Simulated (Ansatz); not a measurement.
# TiH₃ (doublet): wave-function methods side by side, def2-QZVPP

The task here is to estimate one member of a computed series from the others.

Program: Ansatz 0.2.0, Gaussian basis. Level of theory: def2-QZVPP, core rule «outside noble gas», up to 9 orbitals frozen. These are calculated values, not measurements.

The runs, in order: UHF; ROHF; CCSD(T) on UHF.

2 further runs of the same task are left out: 2 set aside as unsound or not needed.

**The system**

The geometry is a PBE0/def2-TZVP stationary point (not a proven minimum).

4 atoms, charge 0, spin multiplicity 2.

Atoms are counted from 1 here; the program's logs count them from 0.

Bond lengths: Ti1–H2 1.731 Å, Ti1–H3 1.731 Å, Ti1–H4 1.731 Å. Angles: H2–Ti1–H3 120.0°, H2–Ti1–H4 120.0°, H3–Ti1–H4 120.0°.

Coordinates:

| atom | x (Å) | y (Å) | z (Å) |
| --- | --- | --- | --- |
| Ti1 | 0.00000 | 0.00000 | 0.00000 |
| H2 | 1.73117 | 0.01369 | 0.00647 |
| H3 | -0.87744 | 1.49240 | -0.00453 |
| H4 | -0.85373 | -1.50609 | -0.00193 |

Set-up of the first run:

Input file in.yaml:

```yaml
crystal:
  periodic: [false, false, false]
  atoms:
    - {symbol: Ti, position_ang: [0.000000, 0.000000, 0.000000]}
    - {symbol: H, position_ang: [1.731170, 0.013694, 0.006467]}
    - {symbol: H, position_ang: [-0.877440, 1.492400, -0.004533]}
    - {symbol: H, position_ang: [-0.853730, -1.506094, -0.001933]}
basis:
  gaussian: {orbitals: "def2-QZVPP.json"}
magnetization: {spin_polarized: true, initial_magnetization: 1}
hamiltonian: {xc: hf}
output: {orbitals: {seedname: orbitals}}
```

Command:

```
$ ansatz run in.yaml --threads 1 --pin off --events-out ev --progress --plain --max-ram 4096MiB --backend cpu
```

Steps of the session up to this table: UHF; ROHF; CCSD(T) on UHF.

One table of the session follows, with a row left open; its other results are not shown here.

| method | from UCCSD(T) (kJ/mol) |
| --- | --- |
| ROHF | +405.9 |
| UHF | +395.8 |
| UMP2 | +84.2 |
| UCCSD | ? |
| UCCSD(T) | 0 |

Estimate the missing values for UCCSD.

As computed: from UCCSD(T) (kJ/mol): +14.1. In the column «from UCCSD(T) (kJ/mol)» it lies between UCCSD(T) (0) and UMP2 (+84.2).
